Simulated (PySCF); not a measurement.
# C₆H₇NO₂: magnetic properties

Wanted: magnetic properties for C₆H₇NO₂ (`CC1=COC/C1=N/C=O`).

Computed with PySCF 2.14.0 and routines of our own; the level stands in each step. Atoms count from 0.

### Step 1. The system as given

16 atoms, charge 0, multiplicity 1; geometry from: GFN2-xTB.

### Step 2. Magnetic properties: GIAO KT3/pcSseg-1

The job: settings as JSON, then the geometry in Å.

```
{"job": {"kind": "mag", "xc": "KT3", "basis": "pcSseg-1", "isotopologues": 0}, "charge": 0, "multiplicity": 1}
C     -1.060809     1.516861    -0.031542
C      0.224394     0.773898     0.035392
C      1.476887     1.254380     0.170583
O      2.449059     0.326987     0.200129
C      1.828756    -0.944094     0.089568
C      0.351839    -0.668157    -0.027676
N     -0.515797    -1.570622    -0.215968
C     -1.858059    -1.613592    -0.180409
O     -2.556560    -1.443199     0.788271
H     -0.891825     2.583117     0.089375
H     -1.734538     1.165495     0.748538
H     -1.548445     1.340726    -0.990079
H      1.808636     2.273948     0.261734
H      2.057856    -1.535275     0.980918
H      2.224281    -1.466315    -0.785566
H     -2.263274    -1.985216    -1.144677
```

Method: GIAO KT3/pcSseg-1 magnetisability, rotational g tensor and spin-rotation constants, non-relativistic, gas phase.

Command:

```bash
$ OMP_NUM_THREADS=1 python excited_run.py task.json out
```

The driver reads the jobs from task.json and runs them one after another.

Log:

```text
coarse grid: 14096 points
cycle   1  E = -444.2728849837  dE =  1.589e+00  |g| = 1.077e+00  |ddm| = 3.899e+00
cycle   2  E = -441.2742754363  dE =  2.999e+00  |g| = 2.987e+00  |ddm| = 3.731e+00
cycle   3  E = -444.1577166874  dE = -2.883e+00  |g| = 1.140e+00  |ddm| = 3.684e+00
cycle   4  E = -444.4853814871  dE = -3.277e-01  |g| = 2.654e-01  |ddm| = 1.014e+00
cycle   5  E = -444.4760191951  dE =  9.362e-03  |g| = 3.492e-01  |ddm| = 5.412e-01
cycle   6  E = -444.5018228937  dE = -2.580e-02  |g| = 1.218e-01  |ddm| = 3.993e-01
cycle   7  E = -444.5053165786  dE = -3.494e-03  |g| = 4.825e-02  |ddm| = 1.676e-01
cycle   8  E = -444.5057966157  dE = -4.800e-04  |g| = 2.104e-02  |ddm| = 5.913e-02
cycle   9  E = -444.5058943863  dE = -9.777e-05  |g| = 6.683e-03  |ddm| = 2.210e-02
cycle  10  E = -444.5059031675  dE = -8.781e-06  |g| = 2.927e-03  |ddm| = 7.616e-03
final grid: 138264 points
cycle  11  E = -444.5648894769  dE = -2.685e-04  |g| = 2.054e-02  |ddm| = 7.549e-02
cycle  12  E = -444.5645110768  dE =  3.784e-04  |g| = 4.764e-02  |ddm| = 5.036e-02
cycle  13  E = -444.5649354768  dE = -4.244e-04  |g| = 1.046e-02  |ddm| = 4.364e-02
cycle  14  E = -444.5649625143  dE = -2.704e-05  |g| = 2.506e-03  |ddm| = 1.103e-02
cycle  15  E = -444.5649637714  dE = -1.257e-06  |g| = 8.212e-04  |ddm| = 2.633e-03
cycle  16  E = -444.5649639298  dE = -1.584e-07  |g| = 2.258e-04  |ddm| = 9.966e-04
cycle  17  E = -444.5649639406  dE = -1.079e-08  |g| = 9.188e-05  |ddm| = 2.677e-04
cycle  18  E = -444.5649639424  dE = -1.851e-09  |g| = 4.045e-05  |ddm| = 1.201e-04
cycle  19  E = -444.5649639428  dE = -3.673e-10  |g| = 1.050e-05  |ddm| = 4.607e-05
converged SCF energy = -444.5649639428

Magnetisability tensor (1e-30 J/T^2)
     -911.84       39.24      -14.82
       39.24     -949.78       41.86
      -14.82       41.86    -1132.62
isotropic -998.08   principal values   -1144.05   -963.38   -886.80
isotropic susceptibility -60.106 1e-6 cm^3/mol

Inertial axes            a          b          c
rot. const./GHz      3.2466     1.2286     0.9413
chi total           -53.540    -58.481    -68.297
chi diamagnetic    -487.601  -1026.098  -1336.468
chi paramagnetic    434.061    967.618   1268.172
quadrupole/D A      -11.155      9.847      1.307
g nuclear            0.6104     0.5347     0.5491
g electronic        -0.6620    -0.5585    -0.5608
g total             -0.0516    -0.0238    -0.0117

Spin-rotation constants (kHz, H = +C I.J)
atom  isotope        aa         bb         cc
  6    14N        0.815      0.199      0.082
  9     1H       -0.239      0.001     -0.110
 10     1H       -0.114     -0.115     -0.047
 11     1H       -0.261     -0.122     -0.010
 12     1H       -0.022      0.023     -0.107
 13     1H       -0.356     -0.046      0.003
 14     1H       -0.333     -0.036     -0.012
 15     1H       -0.068     -0.095      0.049
  0    13C*       0.463      0.173      0.114
  1    13C*       0.991      0.496      0.146
  2    13C*       1.179      0.593      0.229
  3    17O*      -0.741     -0.272     -0.111
  4    13C*       0.653      0.303      0.229
  5    13C*       1.429      0.509      0.207
  7    13C*       1.385      0.318      0.348
  8    17O*      -1.798     -0.213     -0.543
* in the singly substituted isotopologue
```

Wall time 84 s (1 thread of Arm Neoverse N1, shared host); peak memory 0.65 GiB.

Key values:

| quantity | value |
| --- | --- |
| magnetisability | -998·10⁻³⁰ J/T² |
| molar susceptibility | -60.1·10⁻⁶ cm³/mol |
| rotational g (a, b, c) | -0.0516, -0.0238, -0.0117 |

The fields below are evaluated on a grid from the run's orbitals.

Frontier orbitals at KT3/pcSseg-1, with the share of their density that lies nearest to each atom:

| orbital | energy (eV) | lies on |
| --- | --- | --- |
| HOMO | -5.65 | O8 61 %; N6 17 %; H15 8 % |
| LUMO | -2.42 | C2, C5 about 23 % each; N6 19 %; O3 7 % |

ELF in a plane through or near 10 of the atoms.

Ten even steps from ' ' (0.00) to '@' (1.00):
```
                                                        
                                                        
                            ....                        
                        ++@@@@@@##                      
              ::..    ..##@@@@@@%%..                    
          ++@@@@@@##    ==@@@@@@##::                    
        ..%%@@@@@@@@--    ++++--..++--..                
          ::**@@@@##++**++%%%%..--**--..                
              --::##--%%..++##++--::                    
        --**####%%##====++##**..      ..::....          
      ..++%%%%--++**  ::**%%**::..::==++++::....        
        --######%%##++%%##%%--####%%++..==--..          
              ::--::++%%%%==##--##%%==::==++::          
              ::**##**--....**%%%%##====++==..          
              ..::--::      **%%%%++..  ..              
                            ::====::                    
                                                        
                                                        
                                                        
                                                        
```
The map spans 10.7 Å across and 10.6 Å up, centred on the molecule. Atoms in the plane (x, y in Å): C0 (0.7, 1.7), C1 (-0.4, 0.7), C2 (-1.7, 0.9), O3 (-2.5, -0.3), C4 (-1.6, -1.3), C5 (-0.2, -0.7), N6 (0.9, -1.4), C7 (2.2, -1.1), H9 (0.3, 2.7), H12 (-2.3, 1.8).

log10 of the density (e/Å³) in the same plane.

Ten even steps from '0' (-4.0) to '9' (2.0):
```
0000000000000000000000000000
0000000000000000000000000000
0000000000011222211000000000
0000001111123444432100000000
0000012232234565543210000000
0000234444344676654321000000
0001245666545668765432100000
0001245677666677765432100000
0002345678777866554333220000
0013456777666765444444432000
0013467977566765555555432100
0012456777667877666766543100
0001344567966678977766543100
0000233566655567766555432100
0000123445544445554443321000
0000012233322233333222210000
0000001122211122221111000000
0000000000000000000000000000
0000000000000000000000000000
0000000000000000000000000000
```
The map spans 10.7 Å across and 10.6 Å up, centred on the molecule. Atoms in the plane (x, y in Å): C0 (0.7, 1.7), C1 (-0.4, 0.7), C2 (-1.7, 0.9), O3 (-2.5, -0.3), C4 (-1.6, -1.3), C5 (-0.2, -0.7), N6 (0.9, -1.4), C7 (2.2, -1.1), H9 (0.3, 2.7), H12 (-2.3, 1.8).

On the surface of density 0.002 e/bohr³ the electrostatic potential runs, from the 1st to the 99th percentile, from -1.85 V near O8 to 1.49 V near H12.

### Step 3. Magnetic properties: common gauge origin B97-D/pcSseg-1

Settings changed since step 2:

```diff
@@ -1,2 +1,2 @@
-{"job": {"kind": "mag", "xc": "KT3", "basis": "pcSseg-1", "isotopologues": 0}, "charge": 0, "multiplicity": 1}
+{"job": {"kind": "mag", "xc": "B97-D", "basis": "pcSseg-1", "gauge": [0, 0, 0], "scf": {"aux": "def2-universal-jkfit"}}, "charge": 0, "multiplicity": 1}
 C     -1.060809     1.516861    -0.031542
```

Level: common gauge origin B97-D/pcSseg-1 magnetisability, rotational g tensor and spin-rotation constants, non-relativistic, gas phase.

Log:

```text
final grid: 138264 points
cycle   1  E = -437.4333657594  dE =  1.538e+00  |g| = 1.077e+00  |ddm| = 3.926e+00
cycle   2  E = -434.4213031542  dE =  3.012e+00  |g| = 3.012e+00  |ddm| = 3.620e+00
cycle   3  E = -437.2978435789  dE = -2.877e+00  |g| = 1.178e+00  |ddm| = 3.580e+00
cycle   4  E = -437.6384433191  dE = -3.406e-01  |g| = 2.855e-01  |ddm| = 9.928e-01
cycle   5  E = -437.6271178259  dE =  1.133e-02  |g| = 3.791e-01  |ddm| = 5.564e-01
cycle   6  E = -437.6569291580  dE = -2.981e-02  |g| = 1.336e-01  |ddm| = 4.167e-01
cycle   7  E = -437.6610356121  dE = -4.106e-03  |g| = 5.406e-02  |ddm| = 1.798e-01
cycle   8  E = -437.6616222627  dE = -5.867e-04  |g| = 2.409e-02  |ddm| = 6.503e-02
cycle   9  E = -437.6617496009  dE = -1.273e-04  |g| = 7.422e-03  |ddm| = 2.451e-02
cycle  10  E = -437.6617602957  dE = -1.069e-05  |g| = 3.217e-03  |ddm| = 8.211e-03
cycle  11  E = -437.6617629297  dE = -2.634e-06  |g| = 3.865e-04  |ddm| = 3.639e-03
cycle  12  E = -437.6617629624  dE = -3.265e-08  |g| = 1.491e-04  |ddm| = 5.024e-04
cycle  13  E = -437.6617629652  dE = -2.781e-09  |g| = 1.066e-04  |ddm| = 1.885e-04
cycle  14  E = -437.6617629675  dE = -2.319e-09  |g| = 2.878e-05  |ddm| = 9.022e-05
cycle  15  E = -437.6617629677  dE = -1.841e-10  |g| = 6.630e-06  |ddm| = 2.591e-05
converged SCF energy = -437.6617629677

Magnetisability tensor (1e-30 J/T^2)
    -2564.70      822.86      -21.76
      822.86    -3770.01     -184.86
      -21.76     -184.86    -5008.03
isotropic -3780.91   principal values   -5039.89  -4159.16  -2143.69
isotropic susceptibility -227.692 1e-6 cm^3/mol

Inertial axes            a          b          c
rot. const./GHz      3.2466     1.2286     0.9413
chi total          -129.316   -252.413   -301.346
chi diamagnetic    -488.335  -1027.370  -1337.764
chi paramagnetic    359.019    774.957   1036.417
quadrupole/D A      -11.777     10.139      1.638
g nuclear            0.6104     0.5347     0.5491
g electronic        -0.5476    -0.4473    -0.4583
g total              0.0629     0.0874     0.0908

Spin-rotation constants (kHz, H = +C I.J)
atom  isotope        aa         bb         cc
  6    14N        0.846      0.183      0.069
  9     1H        0.199     -0.095     -0.061
 10     1H       -0.217     -0.245     -0.139
 11     1H       -0.269     -0.214     -0.081
 12     1H        0.010      0.159     -0.037
 13     1H       -0.223     -0.165     -0.042
 14     1H       -0.197     -0.127     -0.026
 15     1H       -0.100     -0.057      0.092
  0    13C*       0.480      0.135      0.087
  1    13C*       0.897      0.439      0.070
  2    13C*       1.131      0.603      0.192
  3    17O*      -0.752     -0.272     -0.148
  4    13C*       0.647      0.251      0.187
  5    13C*       1.356      0.430      0.113
  7    13C*       1.338      0.277      0.325
  8    17O*      -1.810     -0.231     -0.580
* in the singly substituted isotopologue
```

Wall time 46 s (1 thread of Arm Neoverse N1, shared host); peak memory 0.68 GiB.

A normal end doesn't make this result sound: a common gauge origin replaces GIAOs, so the magnetic properties depend on where the origin lies.

### Step 4. Summary of results

```
                                          quantity                               value
       magnetisability (step 2, GIAO KT3/pcSseg-1)                     -998·10⁻³⁰ J/T²
  molar susceptibility (step 2, GIAO KT3/pcSseg-1)                  -60.1·10⁻⁶ cm³/mol
rotational g (a, b, c) (step 2, GIAO KT3/pcSseg-1)           -0.0516, -0.0238, -0.0117
             surface potential, 1st and 99th percentile                  -1.85 V and 1.49 V
                                              runs  0 failed, 1 ended on unsound input
```

**Reading.** By nearest atom (KT3/pcSseg-1), the HOMO sits on O8 61 %; N6 17 % and the LUMO on C2, C5 about 23 % each; N6 19 %. Vibrational averaging and real surroundings are missing from these values.
